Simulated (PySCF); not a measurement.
# H2S2Tb ([Tb(SH)2]2+): the cost of one run

Programs: PySCF 2.14.0, with routines of our own; each step states its level. All values are computed. Atoms count from 0.

### Step 1. The starting structure

5 atoms, charge 2, states of the metal's open shell are computed; geometry from: model geometry, bond lengths from ionic radii.

### Step 2. Ligand-field states: state-averaged CASSCF

Job settings and geometry (Å):

```
{"job": {"kind": "lf", "basis": {"metal": "x2c-TZVPall", "ligand": "x2c-SVPall"}, "nevpt": false, "roots": {"8": 1, "6": 48, "4": 120, "2": 113}}, "charge": 2, "metal": "Tb", "open_shell": "f7"}
Tb     0.000000     0.000000     0.000000
S      0.000000     0.000000     2.260000
H      1.320000     0.000000     2.510000
S      0.000000     0.000000    -2.260000
H     -1.320000     0.000000    -2.510000
```

Method: state-averaged CASSCF of the metal f shell, state-interaction spin-orbit coupling.

The run is started by

```sh
> OMP_NUM_THREADS=1 python lf_run.py task.json out
```

One launch serves the whole session: the jobs run in the order shown.

Q: Estimate the wall time and peak memory of this first job on 1 thread of Intel Xeon 6975P-C, shared host.

About 25 s, with a peak of 0.64 GiB.
